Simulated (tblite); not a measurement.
# C7H18OSi: the cost of one run

Computed with tblite 0.8.0 and PySCF 2.14.0, with density-fitted response routines of our own, on a single molecule in the gas phase. Atoms are numbered from 0 throughout.

## (1) The starting structure

27 atoms, charge 0, multiplicity 1; geometry from: force field or distance geometry start.

Bonds of the start (Å): C0–C1 1.53, C1–O2 1.42, O2–Si3 1.69, Si3–C4 1.87, Si3–C5 2.01, C5–C6 1.54, C5–C7 1.54, C5–C8 1.55, C0–H9 1.10, C0–H10 1.10, C0–H11 1.08, C1–H12 1.08, C1–H13 1.10, Si3–H14 1.48, C4–H15 1.10, C4–H16 1.09, C4–H17 1.09, C6–H18 1.09, C6–H19 1.10, C6–H20 1.09, C7–H21 1.09, C7–H22 1.09, C7–H23 1.09, C8–H24 1.10, C8–H25 1.08, C8–H26 1.09.

## (2) Relaxing the molecule with GFN2-xTB

The job: settings as JSON, then the geometry in Å.

```
{"job": {"kind": "relax", "xc": "GFN2-xTB", "basis": "xTB"}, "charge": 0, "multiplicity": 1}
C      3.846600    -0.441300    -0.122100
C      2.712700     0.589600    -0.090700
O      1.491700    -0.115400     0.045800
Si     0.065100     0.780600     0.103400
C     -0.221200     1.534700     1.790100
C     -1.495700    -0.401400    -0.370600
C     -2.790600     0.433100    -0.384400
C     -1.255000    -0.997600    -1.767900
C     -1.617600    -1.548200     0.660200
H      3.832400    -1.048700     0.793200
H      3.700600    -1.126000    -0.966100
H      4.807100     0.048700    -0.214700
H      2.728100     1.176800    -0.995500
H      2.872500     1.252400     0.773300
H      0.129900     1.850500    -0.913200
H      0.600600     2.206800     2.062100
H     -1.142700     2.125500     1.800100
H     -0.294700     0.763900     2.559300
H     -3.649000    -0.187900    -0.659700
H     -3.003300     0.857200     0.611900
H     -2.735100     1.266000    -1.090600
H     -0.351700    -1.609500    -1.803800
H     -2.093400    -1.637800    -2.051000
H     -1.171000    -0.226700    -2.534500
H     -1.804100    -1.156700     1.672600
H     -0.725000    -2.160600     0.702100
H     -2.457100    -2.201700     0.402700
```

Run with:

```bash
OMP_NUM_THREADS=1 python probes_run.py task.json out
```

This one command runs all jobs of the session in turn.

**Question.** How long does this first job take on 1 thread of Arm Neoverse N1, shared host?

About 2.3 s.
